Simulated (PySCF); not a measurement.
# [TlS]+: forces at shaken geometries

Aim: move all atoms of relaxed [TlS]+ at random and read energies and forces. The species was built from a template and needn't be a known compound.

The runs use PySCF 2.14.0; BP86, Tl def2-SVP with ECP60, S def2-SVP; scalar-relativistic core potentials, no spin–orbit coupling.

2 further runs of the same task are left out: 2 for a known fault of the program.

### 1 Starting geometry

2 atoms, charge 1, spin multiplicity 1.

No contacts short enough for the rule that draws bonds.

As a file:

```xyz
2
STl
Tl    0.00000    0.00000   -0.78513
S     0.00000    0.00000    2.37894
```

Formal oxidation states: Tl +3. An earlier session relaxed this geometry at BP86, Tl def2-SVP with ECP60, S def2-SVP (singlet, point group C∞v).

Its energy there is -570.412533 Eh.

### 2 Atoms moved at random, σ = 0.15 Å

The input, run.py (the lines that set the calculation):

```python
mol = gto.M(atom='''
Tl     0.18393     0.18237    -0.78158
S     -0.18393    -0.18237     2.37539''',
    basis={'Tl': 'def2-SVP', 'S': 'def2-SVP'},
    ecp={'Tl': 'def2-SVP'},
    charge=1, spin=0)
mf = dft.RKS(mol, xc='B88,P86')
mf.grids.atom_grid = (50, 194)
mf = mf.density_fit()  # fitting sets: Tl def2-universal-JKFIT, S def2-universal-JKFIT
mf.conv_tol = 1e-08; mf.max_cycle = 55
mf.kernel(dm0)  # dm0: the density of the relaxed state
```

Command:

```
$ OMP_NUM_THREADS=2 python run.py
```

### 3 Atoms moved at random, σ = 0.15 Å

run.py (the lines that set the calculation): that of step 2 with these lines changed.

```diff
@@ -1,4 +1,4 @@
 mol = gto.M(atom='''
-Tl     0.18393     0.18237    -0.78158
-S     -0.18393    -0.18237     2.37539''',
+Tl     0.08526    -0.11270    -0.84709
+S     -0.08526     0.11270     2.44089''',
     basis={'Tl': 'def2-SVP', 'S': 'def2-SVP'},
```

### 4 Atoms moved at random, σ = 0.15 Å

run.py (the lines that set the calculation): that of step 3 with these lines changed.

```diff
@@ -1,4 +1,4 @@
 mol = gto.M(atom='''
-Tl     0.08526    -0.11270    -0.84709
-S     -0.08526     0.11270     2.44089''',
+Tl    -0.02205    -0.02246    -0.88691
+S      0.02205     0.02246     2.48072''',
     basis={'Tl': 'def2-SVP', 'S': 'def2-SVP'},
```

**Question.** What will these runs give? Wanted: for each run, σ; energy rise; harmonic estimate −½ F·u; largest force component.

**Answer**, as computed:

| σ (Å) | energy rise (eV) | harmonic estimate −½ F·u (eV) | largest force component (eV/Å) |
| --- | --- | --- | --- |
| 0.15 | -0.004 | 0.001 | 0.05 |
| 0.15 | 0.011 | 0.011 | 0.17 |
| 0.15 | 0.026 | 0.023 | 0.23 |

A displacement lowers the energy, so the relaxed geometry or state isn't the lowest nearby. For a harmonic well the rise equals −½ F·u; the two differ by at most 10 % here (a move with σ = 0.15 Å), from anharmonicity, the grid and the small forces left at the relaxed point. These are double-zeta-type bases without diffuse functions. Spin–orbit coupling is left out. Another spin state tried at this geometry lies lower.
